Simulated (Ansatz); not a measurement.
BeGa3 under changes of volume

One of the cells (15.831 Å³/atom); the others are scaled copies at fixed shape and fractional positions:

```
Ga Be
1.0
    -2.04362    2.04362    3.79068
     2.04362   -2.04362    3.79068
     2.04362    2.04362   -3.79068
Ga Be
3 1
Cartesian
  0.0000 0.0000 3.7907
  2.0436 0.0000 1.8953
  0.0000 2.0436 1.8953
  0.0000 0.0000 0.0000
```

The cell comes from a database or a generator and needn't be the stable form of this composition.

```yaml
Program: Ansatz 0.2.0
Functional: PBE
Potentials_or_basis: Ansatz PAW
Cutoff: "420 eV (not typed: the program's choice for these potentials)"
k_mesh: 9 × 9 × 9
Occupations: fermi-dirac, width 0.05 eV
Spin: no spin polarisation
```

```tsv
volume (Å³/atom)	energy over the lowest point (meV/atom)	pressure (GPa)
14.881	?	?
15.198	4.89	2.7
15.515	1.03	1.2
15.831	0.00	-0.1
16.148	1.46	-1.3
16.465	5.12	-2.3
16.781	10.75	-3.2
```

What does the run at 14.881 Å³/atom give?

Energy over the lowest point 11.92 meV/atom; pressure 4.4 GPa.

Worked out: A Birch-Murnaghan fit of order 3 (a polynomial in V^(-2/3)) to the other rows has its minimum at 15.80 Å³/atom with B0 = V·E''(V) = 64 GPa and B' = 5.0 at fixed shape and positions, which overstates the stiffness. It gives 11.92 meV/atom at 14.881 Å³/atom, against the run's 11.92, and -dE/dV = 4.4 GPa, against 4.4.

Energies are extrapolated to zero smearing.
